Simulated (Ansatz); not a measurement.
# CH4BOSi: the cost of one run

Program: Ansatz 0.2.0. Level of theory: RKS PBE0-D4/def2-SVPD. These are calculated values, not measurements.

1 further run of the same task is left out (it didn't finish).

## (1) The structure to begin with

Bond lengths: B1–Si2 1.905 Å, Si2–C3 1.725 Å, C3–O4 1.484 Å, B1–H5 1.170 Å, B1–H6 1.172 Å, O4–H7 0.977 Å, O4–H8 0.979 Å. Angles: B1–Si2–C3 164.9°, Si2–B1–H5 119.7°, Si2–B1–H6 121.2°, H5–B1–H6 119.0°, Si2–C3–O4 130.4°, C3–O4–H7 108.1°, C3–O4–H8 104.5°, H7–O4–H8 109.3°.

Structure file:

```xyz
8

B    -1.1241    2.1372   -0.4370
Si   -0.2490    0.4731   -0.1288
C     0.5528   -1.0443   -0.3024
O     1.1659   -1.9313    0.7171
H    -1.2997    2.5062   -1.5333
H    -1.4340    2.8339    0.4527
H     0.4969   -2.5893    0.9894
H     1.8913   -2.3855    0.2423
```

## (2) End point A

File input.yaml:

```yaml
crystal:
  periodic: [false, false, false]
  atoms:
    - { symbol: B, position_ang: [-1.12409, 2.13724, -0.43698] }
    - { symbol: Si, position_ang: [-0.24902, 0.47308, -0.12877] }
    - { symbol: C, position_ang: [0.55279, -1.04427, -0.30243] }
    - { symbol: O, position_ang: [1.16585, -1.93131, 0.71713] }
    - { symbol: H, position_ang: [-1.29973, 2.50621, -1.53331] }
    - { symbol: H, position_ang: [-1.43396, 2.83386, 0.45266] }
    - { symbol: H, position_ang: [0.49692, -2.58934, 0.98943] }
    - { symbol: H, position_ang: [1.89125, -2.38547, 0.24227] }
total_charge: 1
basis:
  gaussian: { orbitals: def2-SVPD }
hamiltonian:
  xc: pbe0
  dispersion: d4
relax:
  f_tol: 0.02
  max_steps: 50
```

Run with:

```
ansatz run input.yaml --threads 2 --pin off --max-ram 3072MiB --backend cpu --events-out ev --progress --plain --runs-dir out
```

What time and memory should one allow on 2 threads of Intel Xeon Platinum 8559C (Emerald Rapids), shared host?

About 63 s, with a peak of 0.23 GiB.
